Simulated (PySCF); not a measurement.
# C9H8O: the cost of one run

Computed with PySCF 2.14.0 and routines of our own; the level stands in each step. Atoms count from 0.

## 1. The starting structure

18 atoms, charge 0, multiplicity 1; geometry from: GFN2-xTB.

## 2. Optimising the geometry at PBE0-D3(BJ)/def2-SVP

Job settings and geometry (Å):

```
{"job": {"xc": "PBE0", "basis": "def2-SVP", "d3": "d3bj", "grid": 2, "kind": "geom"}, "charge": 0, "multiplicity": 1}
C      3.088370    -0.533376     0.015532
C      2.172071     0.428422     0.021936
C      0.718970     0.260409     0.002677
C     -0.024464     1.326502     0.436167
C     -1.427521     1.457574     0.563115
C     -2.417343     0.582801     0.270261
C     -2.363294    -0.769394    -0.269240
O     -3.404844    -1.386619    -0.464158
C     -1.086303    -1.403031    -0.591256
C      0.188626    -0.979955    -0.474642
H      2.846148    -1.582199    -0.001820
H      4.137888    -0.297418     0.050076
H      2.504101     1.457496     0.083064
H      0.535353     2.200740     0.749125
H     -1.744241     2.416893     0.958420
H     -3.437223     0.903690     0.449642
H     -1.238395    -2.397592    -0.997200
H      0.943342    -1.678627    -0.813356
```

Command:

```sh
$ OMP_NUM_THREADS=1 python excited_run.py task.json out
```

The driver reads the jobs from task.json and runs them one after another.

Q: Estimate the wall time and peak memory of this first job on 1 thread of Intel Xeon 6975P-C, shared host.

About 97 s, with a peak of 0.91 GiB.
